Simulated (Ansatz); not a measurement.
# CH5BOSe: the cost of one run

Computed with Ansatz 0.2.0 through its Python package. Level of theory: B3LYP/def2-SVP.

### Step 1. The system

Bond lengths: C1–B2 1.563 Å, B2–O3 1.438 Å, B2–Se4 1.941 Å, C1–H5 1.125 Å, C1–H6 1.160 Å, C1–H7 1.087 Å, O3–H8 1.038 Å, Se4–H9 1.553 Å. Angles: C1–B2–O3 118.4°, C1–B2–Se4 122.2°, O3–B2–Se4 119.4°, B2–C1–H5 110.0°, B2–C1–H6 109.1°, B2–C1–H7 114.6°, H5–C1–H6 103.0°, H5–C1–H7 109.5°, H6–C1–H7 109.9°, B2–O3–H8 105.0°, B2–Se4–H9 94.4°.

The script holds or builds the structure itself.

### Step 2. The script

Input file ch5bose.py:

```python
import warnings

import ansatz as az
import numpy as np

GEOMETRY = '''
C     0.34070    0.71930   -0.85390
B    -0.16410   -0.50270   -0.02020
O     0.70600   -1.63820    0.12460
Se   -1.90640   -0.52270    0.83420
H     0.28450    1.65760   -0.23560
H    -0.40870    0.92760   -1.71430
H     1.34430    0.60930   -1.25640
H     1.29400   -1.42180    0.95260
H    -1.40180    0.12520    2.15190
'''

warnings.simplefilter('ignore', az.DeckWarning)

system = az.Crystal.molecule()
for line in GEOMETRY.strip().splitlines():
    symbol, *xyz = line.split()
    system = system.atom(symbol, [float(v) for v in xyz])

model = (
    system.calculation()
    .basis(gaussian='def2-SVP')
    .functional('b3lyp')
)
symbols = [site.symbol for site in system.cartesian_sites]
start = np.array([site.position_ang for site in system.cartesian_sites], dtype=float)
data = model.relax(force_tolerance=0.003).run(threads=1, pin='off').report
end = np.array(data['positions_ang'])

print('final positions (A) and the move of each atom')
for symbol, xyz, old in zip(symbols, end, start):
    print(f'{symbol:2s} {xyz[0]:10.5f} {xyz[1]:10.5f} {xyz[2]:10.5f}   {np.linalg.norm(xyz - old):7.4f}')

minimum = az.Crystal.molecule()
for symbol, place in zip(symbols, end):
    minimum = minimum.atom(symbol, place.tolist())
vibrating = (
    minimum.calculation()
    .basis(gaussian='def2-SVP')
    .functional('b3lyp')
    .phonons(temperatures=(298.15, 498.15, 100))
)
vib = vibrating.run(threads=1, pin='off').report['vibrations']
sums = vib['harmonic_sums']
modes = [m['omega_inv_cm'] for m in sums['modes_at_gamma'] if m['rigid_motion'] == 'no']
print('frequencies (1/cm):', ' '.join(f'{w:.0f}' for w in modes))
print('imaginary modes:', sum(w < 0 for w in modes), ' zero-point energy:', round(sums['zero_point_energy_ev'], 4), 'eV')
print('T (K)   F_vib (eV)   S_vib (meV/K)   C_vib (meV/K)')
for row in zip(sums['temperatures_k'], sums['vibrational_free_energy_ev'], vib['entropy_ev_per_k'], vib['heat_capacity_ev_per_k']):
    print(f'{row[0]:6.1f} {row[1]:11.4f} {1000 * row[2]:13.4f} {1000 * row[3]:15.4f}')
```

### Step 3. The run

On the command line:

```console
python ch5bose.py
```

Q: Estimate wall time and peak memory on 1 thread of Intel Xeon Platinum 8259CL at 2.50GHz (Skylake/Cascade Lake), shared host.

About 6.8 min, with a peak of 0.3 GiB.
